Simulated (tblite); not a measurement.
# C5H10GeSi: the cost of one run

The runs use tblite 0.8.0 and PySCF 2.14.0, with density-fitted response routines of our own; the level of theory stands in each step. All values are computed, except where a source is named. Atoms are numbered from 0 throughout.

## Step 1: The molecule as given

17 atoms, charge 0, multiplicity 1; geometry from: force field or distance geometry start.

Bonds of the start (Å): C0–C1 1.23, C1–C2 1.43, C2–C3 1.36, C3–Ge4 1.94, Ge4–C5 1.94, C5–Si6 1.84, C0–H7 1.07, C2–H8 1.09, C3–H9 1.07, Ge4–H10 1.54, Ge4–H11 1.55, C5–H12 1.11, C5–H13 1.13, Si6–H14 1.47, Si6–H15 1.47, Si6–H16 1.48.

## Step 2: Geometry optimisation with GFN2-xTB

The job: settings as JSON, then the geometry in Å.

```
{"job": {"kind": "relax", "xc": "GFN2-xTB", "basis": "xTB"}, "charge": 0, "multiplicity": 1}
C      4.054400     1.178600     1.163800
C      3.084500     0.496200     0.832500
C      1.960000    -0.303900     0.474600
C      1.163400     0.045500    -0.571700
Ge    -0.354100    -1.088800    -0.988900
C     -1.828100    -0.781000     0.227700
Si    -2.653000     0.848500    -0.016500
H      4.897600     1.775900     1.454000
H      1.748200    -1.199900     1.065400
H      1.382900     0.932900    -1.137100
H     -0.014500    -2.588300    -0.942800
H     -0.748600    -0.736100    -2.447800
H     -2.560800    -1.597800     0.083300
H     -1.392500    -0.896300     1.266600
H     -1.913900     1.787200    -0.865500
H     -3.976900     0.683300    -0.627000
H     -2.855600     1.456200     1.318600
```

Command:

```bash
OMP_NUM_THREADS=1 python probes_run.py task.json out
```

This one command runs all jobs of the session in turn.

**Question.** How long does this first job take on 1 thread of Arm Neoverse N1, shared host, and how much memory does it need?

About 1.7 s, with a peak of 0.18 GiB.
